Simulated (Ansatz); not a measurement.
**Alloy of GaAs and AlAs (6 of 32 Ga sites exchanged), 64 atoms**

How does this alloy cell relax, and what gap do PBEsol and HSE06 give?

Program: Ansatz 0.2.0, PAW, plane waves. These are calculated values, not measurements.

### 1 The starting cell

64 atoms (26 Ga, 6 Al, 32 As); a = 11.325 Å, b = 11.325 Å, c = 11.325 Å, α = 90.00°, β = 90.00°, γ = 90.00°. All atoms were shaken off their sites by about 0.02 Å along each axis; atoms next to an added one may be pushed further to make room.

Steps to follow: (2) PBEsol cell relaxation at the single k point (¼, ¼, ¼), on 1 × NVIDIA GB200 with 8 threads of Arm Neoverse-V2; (3) HSE06 single point at the Γ point alone, on 1 × NVIDIA GB200 with 8 threads of Arm Neoverse-V2.

### 2 Relaxing cell and atoms with PBEsol

in.yaml

```yaml
crystal:
  lattice:
    - [11.325357, 0.000000, 0.000000]
    - [0.000000, 11.325357, 0.000000]
    - [0.000000, 0.000000, 11.325357]
  atoms:
    - { symbol: Ga, position: [0.000661, 0.996788, 0.999062] }
    - { symbol: Ga, position: [0.999455, 0.001049, 0.497525] }
    - { symbol: Ga, position: [0.996919, 0.503180, 0.998824] }
    - { symbol: Ga, position: [0.001361, 0.500875, 0.500073] }
    - { symbol: Ga, position: [0.502071, 0.001744, 0.000104] }
    - { symbol: Ga, position: [0.502810, 0.001529, 0.498062] }
    - { symbol: Ga, position: [0.500528, 0.501570, 0.002483] }
    - { symbol: Ga, position: [0.249642, 0.249328, 0.998589] }
    - { symbol: Ga, position: [0.250231, 0.749681, 0.001147] }
    - { symbol: Ga, position: [0.249432, 0.749855, 0.499958] }
    - { symbol: Ga, position: [0.747843, 0.250203, 0.997603] }
    - { symbol: Ga, position: [0.747407, 0.251127, 0.499450] }
    - { symbol: Ga, position: [0.745451, 0.751689, 0.999356] }
    - { symbol: Ga, position: [0.749320, 0.751063, 0.498891] }
    - { symbol: Ga, position: [0.250240, 0.996650, 0.253952] }
    - { symbol: Ga, position: [0.247571, 0.502586, 0.251537] }
    - { symbol: Ga, position: [0.245805, 0.497854, 0.749385] }
    - { symbol: Ga, position: [0.749371, 0.000594, 0.249818] }
    - { symbol: Ga, position: [0.750255, 0.002195, 0.749849] }
    - { symbol: Ga, position: [0.750819, 0.502534, 0.749502] }
    - { symbol: Ga, position: [0.998896, 0.750623, 0.248959] }
    - { symbol: Ga, position: [0.999377, 0.749556, 0.748310] }
    - { symbol: Ga, position: [0.500063, 0.249326, 0.251850] }
    - { symbol: Ga, position: [0.500018, 0.249793, 0.754503] }
    - { symbol: Ga, position: [0.505105, 0.752731, 0.251652] }
    - { symbol: Ga, position: [0.501506, 0.747129, 0.749391] }
    - { symbol: Al, position: [0.502265, 0.502791, 0.500865] }
    - { symbol: Al, position: [0.248749, 0.247259, 0.500740] }
    - { symbol: Al, position: [0.247815, 0.000265, 0.746455] }
    - { symbol: Al, position: [0.750312, 0.499279, 0.250026] }
    - { symbol: Al, position: [0.998451, 0.248424, 0.250038] }
    - { symbol: Al, position: [0.998029, 0.253788, 0.750050] }
    - { symbol: As, position: [0.125727, 0.125118, 0.123414] }
    - { symbol: As, position: [0.125627, 0.124048, 0.624251] }
    - { symbol: As, position: [0.126869, 0.622061, 0.126342] }
    - { symbol: As, position: [0.125614, 0.621692, 0.626224] }
    - { symbol: As, position: [0.624072, 0.124229, 0.123877] }
    - { symbol: As, position: [0.625529, 0.122679, 0.624361] }
    - { symbol: As, position: [0.626105, 0.627016, 0.125915] }
    - { symbol: As, position: [0.622513, 0.622431, 0.624805] }
    - { symbol: As, position: [0.373727, 0.373776, 0.124079] }
    - { symbol: As, position: [0.373950, 0.374734, 0.624007] }
    - { symbol: As, position: [0.373933, 0.874591, 0.128375] }
    - { symbol: As, position: [0.371591, 0.875038, 0.623492] }
    - { symbol: As, position: [0.875689, 0.373217, 0.125662] }
    - { symbol: As, position: [0.876456, 0.372226, 0.626223] }
    - { symbol: As, position: [0.873800, 0.872967, 0.125825] }
    - { symbol: As, position: [0.872509, 0.874176, 0.627020] }
    - { symbol: As, position: [0.374293, 0.123757, 0.372002] }
    - { symbol: As, position: [0.372476, 0.125840, 0.875734] }
    - { symbol: As, position: [0.375666, 0.622653, 0.375253] }
    - { symbol: As, position: [0.373935, 0.621737, 0.876485] }
    - { symbol: As, position: [0.875363, 0.126886, 0.376460] }
    - { symbol: As, position: [0.871991, 0.123045, 0.875112] }
    - { symbol: As, position: [0.875682, 0.623954, 0.375689] }
    - { symbol: As, position: [0.875131, 0.623461, 0.878432] }
    - { symbol: As, position: [0.125601, 0.376578, 0.374729] }
    - { symbol: As, position: [0.125957, 0.374861, 0.876776] }
    - { symbol: As, position: [0.125369, 0.877730, 0.378928] }
    - { symbol: As, position: [0.124083, 0.872145, 0.873589] }
    - { symbol: As, position: [0.625872, 0.372067, 0.375380] }
    - { symbol: As, position: [0.621441, 0.373240, 0.875399] }
    - { symbol: As, position: [0.629029, 0.876264, 0.374294] }
    - { symbol: As, position: [0.623220, 0.873057, 0.877114] }
  symmetry: { detect: false }
kpoints:
  mp_grid: { grid: [1, 1, 1], shift: [0.25, 0.25, 0.25] }
hamiltonian:
  xc: pbesol
scf:
  occupations: { method: fermi_dirac, width: 0.01 }
relax:
  f_tol: 0.03
  max_steps: 80
  escape_saddle: false
  adjacent_minimum: "off"
  cell: { fix: [shape] }
output:
  forces: true
  eigenvalues: true
  populations: true
```

Launch:

```
$ ansatz run in.yaml --threads 8 --pin off --max-ram 118750MiB --runs-dir r --events-out ev --progress --plain --backend cuda --devices 0, --max-vram 170GiB
```

After this run come: HSE06 single point.

Q: Predict the outcome of this session. Wanted: for each run, top filled to lowest empty.

**Answer**, as computed:

```
             level         time   k points  top filled to lowest empty (eV)
PBEsol, relaxation  4.4 s (GPU)  (¼, ¼, ¼)                             1.42
             HSE06   29 s (GPU)          Γ                             1.68
```

| quantity | value |
| --- | --- |
| relaxation | 4 recorded steps, 0.47 eV gained |
| largest shift | 0.07 Å (Ga25) |
| relaxed cell | a = 11.327 Å, b = 11.327 Å, c = 11.327 Å, α = 90.00°, β = 90.00°, γ = 90.00° |
| mean bonds | Al–As 2.455, As–Ga 2.452 Å |

The relaxation lowers the energy by 0.47 eV; the largest shift is 0.07 Å (Ga25), while the volume changes by +0.0 %. Part of this undoes the random shake of the start. The mean lengths differ by only 0.00 Å, over all coordinations together. The relaxation ran on other k points, so part of any difference from the later rows can come from the mesh. No spin–orbit coupling is included; with elements this heavy it would shift the edges. With one k point the spacing samples only the states that fold onto it, so it can exceed the gap over the zone.
